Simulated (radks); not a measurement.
# Ionisation of Li: one atom, several choices of functional

An exercise on one series of results from a longer session: the logs are not shown, and one member is left open.

The numbers are computed with radks (a radial shooting solver on a logarithmic mesh, Libxc functionals) version 1 (non-relativistic Kohn-Sham, spin-polarised, spherical densities, point nucleus; open shells are filled with parallel spins first), except any that are marked as measured or tabulated.

4 further runs of the same task are left out: 2 that didn't finish, 2 set aside as unsound or not needed.

**What is computed**

| Quantity | Value |
| --- | --- |
| element | lithium (Z = 3) |
| charge | 0 |
| electrons | 3 |
| configuration | [He] 2s1 |
| ion | Li⁺, [He] |
| choices | HCTH/407; LDA (Slater exchange, Perdew-Zunger correlation); LDA (Slater exchange, VWN5 correlation); BLYP; BP86 |

Outer shells as boxes (Hund's rule):

Li
```
[He] core
2s [↑ ]
```

Li⁺
```
1s [↑↓]
```

Set-up of the first run:

Settings of this run:

```text
Z 3
configuration [He] 2s1
relativity non-relativistic
functional hcth_407
spin polarised
nucleus point
```

Among the steps run: HCTH/407: Li; HCTH/407: Li⁺; LDA (Slater exchange, Perdew-Zunger correlation): Li; LDA (Slater exchange, Perdew-Zunger correlation): Li⁺; LDA (Slater exchange, VWN5 correlation): Li; LDA (Slater exchange, VWN5 correlation): Li⁺; BLYP: Li; BLYP: Li⁺; BP86: Li; BP86: Li⁺.

One table of the session follows, with a row left open; its other results are not shown here.

| functional | E(Li) (hartree) | Δ-SCF (eV) | −ε(HOMO) (eV) | <r> HOMO (bohr) |
| --- | --- | --- | --- | --- |
| HCTH/407 | -7.49528 | 5.600 | 3.322 | 3.810 |
| LDA (Slater exchange, Perdew-Zunger correlation) | -7.34266 | 5.472 | 3.165 | 3.823 |
| LDA (Slater exchange, VWN5 correlation) | -7.34396 | 5.473 | 3.165 | 3.822 |
| BLYP | ? | ? | ? | ? |
| BP86 | -7.48098 | 5.565 | 3.272 | 3.794 |

Estimate the missing values for BLYP.

As computed: E(Li) (hartree): -7.48267; Δ-SCF (eV): 5.530; −ε(HOMO) (eV): 3.030; <r> HOMO (bohr): 3.769. In the column «E(Li) (hartree)» it lies between HCTH/407 (-7.49528) and BP86 (-7.48098).
